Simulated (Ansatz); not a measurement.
# One shape, several levels: CH3ClFIn (SMILES [CH3][In]([F])[Cl])

Wanted: a comparison of 6 runs (B3LYP/def2-SVP, BLYP/def2-SVP, PBE-QIDH/def2-SVP, r2SCAN0/def2-SVP, wB97X/def2-SVP, BCCD(T)/def2-SVP) of CH3ClFIn. 

Program for the calculation: Ansatz 0.2.0.

118 further runs of the same task are left out: 1 that didn't finish, 117 set aside as unsound or not needed. Runs told in other sessions of the task aren't counted.

## 1. Starting point

CH3ClFIn: 7 atoms, total charge 0, spin state singlet. SMILES: `[CH3][In]([F])[Cl]`. The In2–Cl4 distance was set to 4.168 Å, away from the relaxed value. At this shape a bond of the SMILES string is far longer than usual.

Bond lengths: C1–In2 2.122 Å, In2–F3 1.947 Å, C1–H5 1.089 Å, C1–H6 1.090 Å, C1–H7 1.088 Å. Angles: C1–In2–F3 121.8°, In2–C1–H5 109.1°, In2–C1–H6 108.9°, In2–C1–H7 109.1°, H5–C1–H6 109.2°, H5–C1–H7 110.4°, H6–C1–H7 110.2°.

## 2. The energy at B3LYP/def2-SVP (core potential) (run 1)

Input file input.yaml:

```yaml
basis:
  gaussian:
    orbitals: def2-SVP
crystal:
  periodic: [false, false, false]
  atoms:
    - {symbol: C, position_ang: [0.504720, 2.457480, 1.028260]}
    - {symbol: In, position_ang: [1.286520, 0.659980, 0.216660]}
    - {symbol: F, position_ang: [3.201520, 0.380580, 0.000460]}
    - {symbol: Cl, position_ang: [-0.728400, -2.728700, -1.135500]}
    - {symbol: H, position_ang: [-0.217380, 2.879080, 0.330160]}
    - {symbol: H, position_ang: [0.004220, 2.231780, 1.969460]}
    - {symbol: H, position_ang: [1.321820, 3.156480, 1.196160]}
magnetization:
  spin_polarized: false
hamiltonian:
  xc: {name: B3LYP}
accuracy: high
output: {orbitals: {seedname: orbitals}}
```

Started as:

```
$ ansatz run input.yaml --threads 1 --pin off --max-ram 3480MiB --events-out events.jsonl --progress --plain --runs-dir runs
```

The log of the run:

```text
Warning: RAYON_NUM_THREADS=1 ignored (pool sized by the plan → 1); use --threads N
Functional definition: B3LYP
  name "B3LYP"
  parameter a0 = 0.2
  parameter ax = 0.72
  parameter ac = 0.81
  exchange = (1 - a0 - ax)*slater_x + ax*b88_x + a0*exact_x
  correlation = (1 - ac)*vwn_rpa_c + ac*lyp_c
1928 factors; integrals over basis functions are off by at most 8.7e-9 eV
mean field evaluation 1: about -21482.0590 eV, gradient 6.3e1 eV
mean field evaluation 2: about -21301.1336 eV, gradient 1.6e2 eV
mean field evaluation 4: about -21492.7769 eV, gradient 1.2e1 eV
mean field evaluation 8: about -21492.9399 eV, gradient 6.8e0 eV
mean field evaluation 16: about -21493.2479 eV, gradient 1.8e-3 eV
mean field evaluation 32: about -21478.4010 eV, gradient 3.3e1 eV
mean field -21493.24785018 eV, -789.8622898474 hartree, gradient 5.0e-8 eV, S^2 0.000000; 2 other end points of the search recorded, 0 dependent functions left out
reference -21493.24789415 eV, -789.8622914634 hartree; 28, 28 occupied and 59, 59 virtual orbitals, 1928 factors
Total energy: -21493.24789415 eV, -789.8622914634 hartree
```

Wall time 8.7 s (1 thread of Arm Neoverse V2, shared host); peak memory 0.3 GiB.

## 3. The energy at BLYP/def2-SVP (core potential) (run 2)

Input file molecule.yaml:

```yaml
crystal:
  periodic: [false, false, false]
  atoms:
    - {symbol: C, position_ang: [0.504720, 2.457480, 1.028260]}
    - {symbol: In, position_ang: [1.286520, 0.659980, 0.216660]}
    - {symbol: F, position_ang: [3.201520, 0.380580, 0.000460]}
    - {symbol: Cl, position_ang: [-0.728400, -2.728700, -1.135500]}
    - {symbol: H, position_ang: [-0.217380, 2.879080, 0.330160]}
    - {symbol: H, position_ang: [0.004220, 2.231780, 1.969460]}
    - {symbol: H, position_ang: [1.321820, 3.156480, 1.196160]}
basis:
  gaussian:
    orbitals: def2-SVP
total_charge: 0
hamiltonian:
  xc: {name: BLYP}
accuracy: high
output:
  orbitals: {seedname: orbitals}
```

Started as:

```
$ ansatz run molecule.yaml --threads 1 --pin off --max-ram 3480MiB --events-out events.jsonl --progress --plain --runs-dir runs
```

The log of the run:

```text
Warning: RAYON_NUM_THREADS=1 ignored (pool sized by the plan → 1); use --threads N
Functional definition: BLYP
  name "BLYP"
  parameter beta = 0.0042
  parameter a = 0.04918
  parameter b = 0.132
  parameter c = 0.2533
  parameter d = 0.349
  exchange = b88_x(beta = beta)
  correlation = lyp_c(a = a, b = b, c = c, d = d)
1928 factors; integrals over basis functions are off by at most 8.7e-9 eV
mean field evaluation 1: about -21473.5200 eV, gradient 7.4e1 eV
mean field evaluation 2: about -21254.1982 eV, gradient 1.5e2 eV
mean field evaluation 4: about -21484.1298 eV, gradient 3.2e1 eV
mean field evaluation 8: about -21484.1300 eV, gradient 3.2e1 eV
mean field evaluation 16: about -21489.1463 eV, gradient 4.2e-5 eV
mean field evaluation 32: about -21488.3206 eV, gradient 7.6e0 eV
mean field -21489.14626378 eV, -789.7115593273 hartree, gradient 6.1e-8 eV, S^2 0.000000; 3 other end points of the search recorded, 0 dependent functions left out
reference -21489.14632354 eV, -789.7115615235 hartree; 28, 28 occupied and 59, 59 virtual orbitals, 1928 factors
Total energy: -21489.14632354 eV, -789.7115615235 hartree
```

Wall time 6.9 s (1 thread of Arm Neoverse V2, shared host); peak memory 0.22 GiB.

Run 3 isn't shown in full; the table further down has it.

## 4. The energy at r2SCAN0/def2-SVP (core potential) (run 4)

Input file job.yaml:

```yaml
basis:
  gaussian:
    orbitals: def2-SVP
crystal:
  periodic: [false, false, false]
  atoms:
    - {symbol: C, position_ang: [0.504720, 2.457480, 1.028260]}
    - {symbol: In, position_ang: [1.286520, 0.659980, 0.216660]}
    - {symbol: F, position_ang: [3.201520, 0.380580, 0.000460]}
    - {symbol: Cl, position_ang: [-0.728400, -2.728700, -1.135500]}
    - {symbol: H, position_ang: [-0.217380, 2.879080, 0.330160]}
    - {symbol: H, position_ang: [0.004220, 2.231780, 1.969460]}
    - {symbol: H, position_ang: [1.321820, 3.156480, 1.196160]}
accuracy: high
total_charge: 0
output: {orbitals: {seedname: orbitals}}
hamiltonian:
  xc: {name: r2SCAN0}
```

Started as:

```
$ ansatz run job.yaml --threads 1 --pin off --max-ram 3480MiB --events-out events.jsonl --progress --plain --runs-dir runs
```

The log of the run:

```text
Warning: RAYON_NUM_THREADS=1 ignored (pool sized by the plan → 1); use --threads N
Functional definition: r2SCAN0
  name "r2SCAN0"
  parameter a = 0.25
  parameter k0 = 0.174
  parameter k1 = 0.065
  parameter a1 = 4.9479
  exchange = (1 - a)*r2scan_x(k0 = k0, k1 = k1, a1 = a1) + a*exact_x
  correlation = r2scan_c
1928 factors; integrals over basis functions are off by at most 8.7e-9 eV
mean field evaluation 1: about -21479.8646 eV, gradient 5.6e1 eV
mean field evaluation 2: about -21380.4865 eV, gradient 1.2e2 eV
mean field evaluation 4: about -21487.0572 eV, gradient 1.1e1 eV
mean field evaluation 8: about -21487.0573 eV, gradient 1.1e1 eV
mean field evaluation 16: about -21488.4851 eV, gradient 2.7e-3 eV
mean field evaluation 32: about -21488.1962 eV, gradient 7.0e0 eV
mean field -21488.48507391 eV, -789.6872610480 hartree, gradient 3.0e-8 eV, S^2 0.000000; 4 other end points of the search recorded, 0 dependent functions left out
reference -21488.48507485 eV, -789.6872610823 hartree; 28, 28 occupied and 59, 59 virtual orbitals, 1928 factors
Total energy: -21488.48507485 eV, -789.6872610823 hartree
```

Wall time 18 s (1 thread of Arm Neoverse V2, shared host); peak memory 0.36 GiB.

Run 5 isn't shown in full; the table further down has it.

## 5. The energy at BCCD(T)/def2-SVP (core potential) (run 6)

Changes to input.yaml since step 2:

```diff
@@ -13,7 +13,7 @@
     - {symbol: H, position_ang: [1.321820, 3.156480, 1.196160]}
-magnetization:
-  spin_polarized: false
-hamiltonian:
-  xc: {name: B3LYP}
+correlation:
+  method: bccd_t
+  frozen_orbitals: {C: 1, Cl: 5, F: 1, H: 0, In: 4}
 accuracy: high
-output: {orbitals: {seedname: orbitals}}
+scf:
+  omitted_lower_state_checks: [cluster_reference, increment]
```

Started as:

```
$ ansatz run input.yaml --threads 1 --pin off --max-ram 3480MiB --events-out events.jsonl --progress --plain --runs-dir runs
```

The log of the run:

```text
Warning: RAYON_NUM_THREADS=1 ignored (pool sized by the plan → 1); use --threads N
[... 12 lines left out ...]
11 core orbitals not correlated: weight in the atoms' cores, before any rotation towards them, 1.000 or more for the frozen orbitals, at most 0.000 for the correlated occupied ones
[... 39 lines left out ...]
Total energy: -21443.78074857 eV, -788.0444073935 hartree
Checks for a lower state left out: cluster_reference, increment
```

Wall time 44 s (1 thread of Arm Neoverse V2, shared host); peak memory 0.67 GiB.

## 6. The series

```csv
run,level,frozen core orbitals,energy (Eh),HOMO energy (eV),LUMO energy (eV),HOMO–LUMO gap (eV),wall time
1,B3LYP/def2-SVP (core potential),–,-789.862291,-6.17,-4.89,1.29,8.7 s
2,BLYP/def2-SVP (core potential),–,-789.711562,–,–,–,6.9 s
3,PBE-QIDH/def2-SVP (core potential),11,-789.033066,-7.69,-3.58,4.11,11 s
4,r2SCAN0/def2-SVP (core potential),–,-789.687261,-6.56,-4.84,1.72,18 s
5,wB97X/def2-SVP (core potential),–,-789.760904,-8.29,-3.25,5.04,28 s
6,BCCD(T)/def2-SVP (core potential),11,-788.044407,–,–,–,44 s
```

## 7. Outcome

```
                                           quantity          value
                                run 6: total energy  -788.04441 Eh
run 6: correlation energy (11 core orbitals frozen)     -616.5 mEh
                              run 6: (T) correction     -24.35 mEh
```

**Reading.** Over runs 1, 3, 4, 5 the HOMO–LUMO gap runs from 1.29 eV (B3LYP/def2-SVP) to 5.04 eV (wB97X/def2-SVP). Totals of different functionals can't be ranked against each other. In runs 3, 6 the log says that unrestricted orbitals would lower the reference, so the values rest on an unstable closed-shell determinant (other closed-shell runs at this shape may share the fault). In runs 1, 2, 3, 4, 5 a closed-shell determinant meets a far-stretched bond; if it breaks into open shells, such a determinant describes it badly, and no broken-symmetry solution was shown. All runs together took 1.9 min, the longest 44 s.
